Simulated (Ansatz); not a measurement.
**Cyclo-(H2SnS)2 (Sn2H4S2): geometry, orbitals and charge**

Aim: characterise cyclo-(H2SnS)2 (Sn2H4S2) as a singlet: its structure, frontier levels and distribution of charge.

Computed with Ansatz 0.2.0, Gaussian basis. Level: RKS PBE0-D4/def2-TZVP.

The runs, in order: relaxation at PBE-D4/def2-SVP; a search for the lowest solution at PBE0-D4/def2-SVP; a single point at PBE0-D4/def2-TZVP.

### 1 The starting structure

8 atoms, charge 0, spin multiplicity 1.

Atoms are counted from 1 here; the program's logs count them from 0.

Bond lengths: Sn1–H2 1.714 Å, Sn1–H3 1.714 Å, Sn1–S4 2.434 Å, Sn1–S8 2.434 Å, S4–Sn5 2.434 Å, Sn5–H6 1.714 Å, Sn5–H7 1.714 Å, Sn5–S8 2.434 Å. Angles: H2–Sn1–H3 110.0°, H2–Sn1–S4 113.1°, H2–Sn1–S8 113.1°, H3–Sn1–S4 113.0°, H3–Sn1–S8 113.1°, S4–Sn1–S8 93.9°, Sn1–S4–Sn5 86.1°, S4–Sn5–H6 113.0°, S4–Sn5–H7 113.1°, S4–Sn5–S8 93.9°, H6–Sn5–H7 110.0°, H6–Sn5–S8 113.0°, H7–Sn5–S8 113.1°, Sn1–S8–Sn5 86.1°.

Geometry (Å):

```mol
H4S2Sn2
  3D, bonds by distance, orders not assigned

  8  8  0  0  0  0  0  0  0  0999 V2000
   -1.1515   -0.1132    1.1928 Sn  0  0
   -1.1900   -1.3137    2.4159 H   0  0
   -2.4775    0.9568    1.3806 H   0  0
    0.9885    1.0372    1.0525 S   0  0
    1.1519    0.1127   -1.1931 Sn  0  0
    1.1847    1.3162   -2.4132 H   0  0
    2.4797   -0.9545   -1.3847 H   0  0
   -0.9858   -1.0416   -1.0509 S   0  0
  1  2  8  0
  1  3  8  0
  1  4  8  0
  1  8  8  0
  4  5  8  0
  5  6  8  0
  5  7  8  0
  5  8  8  0
M  END
```

Sn takes a core potential in the def2 sets. No spin-orbit coupling is included.

The start is a GFN2-xTB geometry.

### 2 Relaxation at PBE-D4/def2-SVP

in.yaml reads:

```yaml
crystal:
  periodic: [false, false, false]
  atoms:
    - {symbol: Sn, position_ang: [-1.151500, -0.113220, 1.192840]}
    - {symbol: H, position_ang: [-1.189970, -1.313670, 2.415870]}
    - {symbol: H, position_ang: [-2.477540, 0.956780, 1.380620]}
    - {symbol: S, position_ang: [0.988470, 1.037240, 1.052500]}
    - {symbol: Sn, position_ang: [1.151930, 0.112720, -1.193060]}
    - {symbol: H, position_ang: [1.184680, 1.316210, -2.413170]}
    - {symbol: H, position_ang: [2.479740, -0.954470, -1.384710]}
    - {symbol: S, position_ang: [-0.985810, -1.041580, -1.050880]}
basis:
  gaussian: {orbitals: def2-SVP}
hamiltonian: {xc: pbe, dispersion: d4}
scf: {omitted_lower_state_checks: [starts]}
output: {orbitals: {seedname: orbitals}}
relax: {f_tol: 0.02, max_steps: 100}
```

Command:

```sh
$ ansatz run in.yaml --threads 4 --pin off --events-out ev --progress --plain --max-ram 3916MiB
```

The runs that follow: Searching for the lowest solution, PBE0-D4/def2-SVP; Single point, PBE0-D4/def2-TZVP.

Before running them: what should the planned runs give, taken together? Wanted: point group; commonest bond, hydrogen aside; HOMO, LUMO at PBE0-D4/def2-TZVP; dipole at PBE-D4/def2-SVP.

**Answer**, as computed:

| quantity | value |
| --- | --- |
| point group | D2h |
| commonest bond, hydrogen aside | S–Sn, 4 of mean length 2.464 Å |
| HOMO, LUMO at PBE0-D4/def2-TZVP | -7.25, -1.55 eV |
| dipole at PBE-D4/def2-SVP | 0.00 D |

The molecule keeps its bonding pattern by the stored test; the atoms moved 0.04 Å (rms). No usable vibrations, so a minimum isn't proven.
